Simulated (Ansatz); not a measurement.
# B₂FH₂I (SMILES FBBI): single points off equilibrium

The task here is to estimate one member of a computed series from the others.

Computed with Ansatz 0.2.0, Gaussian basis. Level: single points in def2-TZVPP.

Correlated methods freeze the cores. Filled d shells of the heavier atoms are correlated. Core potentials replace the inner electrons past krypton, and spin-orbit coupling is left out.

### The system as given

SMILES `FBBI`, 6 atoms, charge 0, spin multiplicity 1.

Atoms are counted from 1 here; the program's logs count them from 0.

Bond lengths: F1–B2 1.241 Å, B2–B3 1.725 Å, B2–H5 1.045 Å, B3–I4 1.943 Å, B3–H6 1.330 Å. Angles: F1–B2–B3 126.5°, F1–B2–H5 128.4°, B3–B2–H5 104.7°, B2–B3–I4 133.3°, B2–B3–H6 122.0°, I4–B3–H6 104.2°.

Geometry (Å):

```mol
B2FH2I
  3D, bonds by distance, orders not assigned

  6  5  0  0  0  0  0  0  0  0999 V2000
   -1.3430    1.1559   -1.0151 F   0  0
   -0.3255    0.8628   -0.3679 B   0  0
    0.1509   -0.7170    0.1341 B   0  0
    1.7187   -1.4090    1.0503 I   0  0
    0.3597    1.5048    0.0906 H   0  0
   -0.5166   -1.8058   -0.2357 H   0  0
  1  2  8  0
  2  3  8  0
  2  5  8  0
  3  4  8  0
  3  6  8  0
M  END
```

Set-up of the first run:

File run/in.yaml:

```yaml
crystal:
  periodic: [false, false, false]
  atoms:
    - {symbol: F, position_ang: [-1.343000, 1.155900, -1.015100]}
    - {symbol: B, position_ang: [-0.325500, 0.862800, -0.367900]}
    - {symbol: B, position_ang: [0.150900, -0.717000, 0.134100]}
    - {symbol: I, position_ang: [1.718700, -1.409000, 1.050300]}
    - {symbol: H, position_ang: [0.359700, 1.504800, 0.090600]}
    - {symbol: H, position_ang: [-0.516600, -1.805800, -0.235700]}
basis:
  gaussian: {orbitals: def2-TZVPP}
correlation: {method: ccsd_t}
output: {forces: true}
```

No record of the launch command was kept for these runs.

Among the steps run: CCSD(T)/def2-TZVPP; PBE0-D4/def2-TZVPP; wB97M-V/def2-TZVPP; r2SCAN-D4/def2-TZVPP; PBE-D4/def2-TZVPP; LC-wPBE/def2-TZVPP; wB97X-V/def2-TZVPP.

One table of the session follows, with a row left open; its other results are not shown here.

| method | RMS force component (eV/Å) | angle to CCSD(T) forces (°) | dipole (D) |
| --- | --- | --- | --- |
| CCSD(T) | 2.736 | reference | 0.68 |
| PBE0-D4 | 2.663 | 2.4 | 0.64 |
| wB97M-V | 2.684 | 0.9 | 0.60 |
| r2SCAN-D4 | 2.702 | 1.4 | 0.64 |
| PBE-D4 | ? | ? | ? |
| LC-wPBE | 2.692 | 1.9 | 0.54 |
| wB97X-V | 2.749 | 0.6 | 0.56 |

Estimate the missing values for PBE-D4.

As computed: RMS force component (eV/Å): 2.744; angle to CCSD(T) forces (°): 2.8; dipole (D): 0.70. In the column «RMS force component (eV/Å)» it lies between CCSD(T) (2.736) and wB97X-V (2.749).
